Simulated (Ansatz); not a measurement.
# KZnSe3: the cost of one run

Method: DFT PBE, scalar-relativistic, plane waves, PAW, in Ansatz 0.2.0.

1 further run of the same task is left out (it didn't finish).

### 1 The starting structure

It takes space group P4/nmm (No. 129, tetragonal). The conventional cell has a = 7.245 Å, b = 7.245 Å, c = 5.123 Å, α = 90.00°, β = 90.00°, γ = 90.00°. K (site symmetry -4m2) has 12 Se at 3.62 Å in its first shell of neighbours. Zn (site symmetry 4mm) has 6 Se at 2.43 to 2.70 Å in its first shell of neighbours. Around Se (site symmetry 2/m) lie 2 Zn at 2.57 Å and 4 K at 3.62 Å. Around Se (site symmetry 4mm) lie 2 Zn at 2.43 to 2.70 Å and 4 K at 3.62 Å.

As a file:

```xyz
10
Lattice="7.2451 0.0000 0.0000 0.0000 7.2451 0.0000 0.0000 0.0000 5.1231" Properties=species:S:1:pos:R:3 pbc="T T T"
K     0.0000    0.0000    2.5615
K     3.6226    3.6226    2.5615
Zn    3.6226    0.0000    0.1343
Zn    0.0000    3.6226    4.9888
Se    5.4339    5.4339    0.0000
Se    5.4339    1.8113    0.0000
Se    3.6226    0.0000    2.5615
Se    1.8113    1.8113    0.0000
Se    1.8113    5.4339    0.0000
Se    0.0000    3.6226    2.5615
```

A structure generator made this guess: perovskite family, tilts a0a0a0, antipolar shifts (P4/nmm, No. 129). Its size is a rough estimate.

### 2 Probe: one point on a coarse mesh

input.yaml reads:

```yaml
crystal:
  lattice:
    - [7.24514443, 0.0, 0.0]
    - [0.0, 7.24514443, 0.0]
    - [0.0, 0.0, 5.12309076]
  atoms:
    - { symbol: K, position: [0.0, 0.0, 0.5] }
    - { symbol: K, position: [0.5, 0.5, 0.5] }
    - { symbol: Zn, position: [0.5, 0.0, 0.02620898] }
    - { symbol: Zn, position: [0.0, 0.5, 0.97379102] }
    - { symbol: Se, position: [0.75, 0.75, 0.0] }
    - { symbol: Se, position: [0.75, 0.25, 0.0] }
    - { symbol: Se, position: [0.5, 0.0, 0.5] }
    - { symbol: Se, position: [0.25, 0.25, 0.0] }
    - { symbol: Se, position: [0.25, 0.75, 0.0] }
    - { symbol: Se, position: [0.0, 0.5, 0.5] }
basis:
  ecutwfc: 420
kpoints:
  mp_grid: { grid: [4, 4, 4] }
hamiltonian:
  xc: pbe
scf:
  occupations: { method: gaussian, width: 0.1 }
  lower_state_search: "off"
output:
  forces: true
  stress: true
  eigenvalues: true
```

On the command line:

```bash
$ ansatz run input.yaml --threads 1 --pin off --max-ram 2560MiB --backend cpu --events-out ev --progress --plain --runs-dir out
```

**Question.** How long does this run take on 1 thread of Intel Xeon at 2.50GHz (Skylake/Cascade Lake), shared host, and how much memory does it need?

About 54 s, with a peak of 0.7 GiB.
